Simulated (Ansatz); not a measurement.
# C₃H₅Al: one species, many methods

The task here is to estimate one member of a computed series from the others.

Method: functionals in def2-TZVPP, the program's frozen cores in correlated methods; program: Ansatz 0.2.0, Gaussian basis.

Plan: LDA (SPW92), PBE-D4, revPBE-D4, BLYP-D4, r2SCAN-D4, B97M-V, PBE0-D4, B3LYP-D4, r2SCANh-D4, r2SCAN0-D4, HSE06-D4, BHLYP-D4, CAM-B3LYP-D4, LC-ωPBE, ωB97X-V, ωB97M-V, B2PLYP, PBE-QIDH; CCSD(T)/def2-SVP; CCSD(T)/def2-TZVPP; MP2/def2-QZVPP; extrapolation to the limit; RPA on PBE.

### The geometry

All runs share one geometry, relaxed beforehand with PBE0-D4 in a triple-zeta def2 set.

SMILES `C[C]1=[CH][AlH]1`, 9 atoms, charge 0, spin multiplicity 1.

Atoms are counted from 1 here; the program's logs count them from 0.

Bond lengths: C1–C2 1.483 Å, C1–H5 1.096 Å, C1–H6 1.094 Å, C1–H7 1.094 Å, C2–C3 1.369 Å, C2–Al4 1.863 Å, C3–Al4 1.847 Å, C3–H8 1.091 Å, Al4–H9 1.572 Å. Angles: C2–C1–H5 112.2°, C2–C1–H6 110.6°, C2–C1–H7 110.5°, H5–C1–H6 108.6°, H5–C1–H7 108.5°, H6–C1–H7 106.2°, C1–C2–C3 129.9°, C1–C2–Al4 162.4°, C3–C2–Al4 67.7°, C2–C3–Al4 69.0°, C2–C3–H8 126.4°, Al4–C3–H8 164.6°, C2–Al4–C3 43.3°, C2–Al4–H9 159.0°, C3–Al4–H9 157.7°.

Coordinates:

```
C     0.2736    0.8570   -1.0660
C    -0.0369    0.0358    0.1295
C     0.0346   -1.3198    0.3053
Al   -0.5449   -0.4814    1.8456
H     0.6003    0.2455   -1.9146
H    -0.6019    1.4373   -1.3715
H     1.0586    1.5841   -0.8385
H     0.3454   -2.0544   -0.4390
H    -1.0402   -0.3504    3.3320
```

Set-up of the first run:

Input file in.yaml:

```yaml
crystal:
  periodic: [false, false, false]
  atoms:
    - {symbol: C, position_ang: [0.273575, 0.856959, -1.066044]}
    - {symbol: C, position_ang: [-0.036880, 0.035845, 0.129505]}
    - {symbol: C, position_ang: [0.034560, -1.319837, 0.305317]}
    - {symbol: Al, position_ang: [-0.544892, -0.481370, 1.845643]}
    - {symbol: H, position_ang: [0.600272, 0.245459, -1.914571]}
    - {symbol: H, position_ang: [-0.601856, 1.437347, -1.371481]}
    - {symbol: H, position_ang: [1.058580, 1.584051, -0.838501]}
    - {symbol: H, position_ang: [0.345352, -2.054359, -0.438985]}
    - {symbol: H, position_ang: [-1.040212, -0.350394, 3.332017]}
basis:
  gaussian: {orbitals: def2-TZVPP}
hamiltonian: {xc: lda}
output: {orbitals: {seedname: orbitals}}
```

Launch:

```console
> ansatz run in.yaml --threads 2 --pin off --events-out ev --progress --plain --max-ram 4352MiB
```

Steps of the session up to this table: LDA; PBE-D4 (GGA); revPBE-D4 (GGA); BLYP-D4 (GGA); r2SCAN-D4 (meta-GGA); B97M-V (meta-GGA); PBE0-D4 (hybrid); B3LYP-D4 (hybrid); r2SCANh-D4 (hybrid); r2SCAN0-D4 (hybrid); HSE06-D4 (hybrid); BHLYP-D4 (hybrid); CAM-B3LYP-D4 (range-separated); LC-ωPBE (range-separated); ωB97X-V (range-separated); ωB97M-V (range-separated); B2PLYP (double hybrid); PBE-QIDH (double hybrid).

One of the session's tables, all rows but one given; the rest of the session is left out.

It belongs to the step «Frontier levels by functional». 

```
  functional  HOMO (eV)  gap (eV)
 LDA (SPW92)      -5.34      3.70
      PBE-D4      -5.24      3.81
   revPBE-D4      -5.19      3.85
     BLYP-D4      -5.12      3.79
   r2SCAN-D4      -5.43      4.40
      B97M-V      -5.53      4.28
     PBE0-D4      -6.37      5.71
    B3LYP-D4      -6.18      5.31
  r2SCANh-D4      -5.86      5.07
  r2SCAN0-D4          ?         ?
    HSE06-D4      -5.97      4.94
    BHLYP-D4      -7.44      7.53
CAM-B3LYP-D4      -7.69      7.93
     LC-ωPBE      -8.99     10.28
     ωB97X-V      -8.67      9.86
     ωB97M-V      -8.52      9.41
```

Q: Estimate the row for r2SCAN0-D4 from the others.

Worked estimate for «HOMO (eV)». Against the share of exact exchange, r2SCAN-D4 (0, -5.43), r2SCANh-D4 (0.1, -5.86) give a slope of -4.30 per unit share; at 0.25 the line stands at -6.50.

As computed: HOMO (eV): -6.50; gap (eV): 6.07. In «HOMO (eV)» the line misses by 0.00.
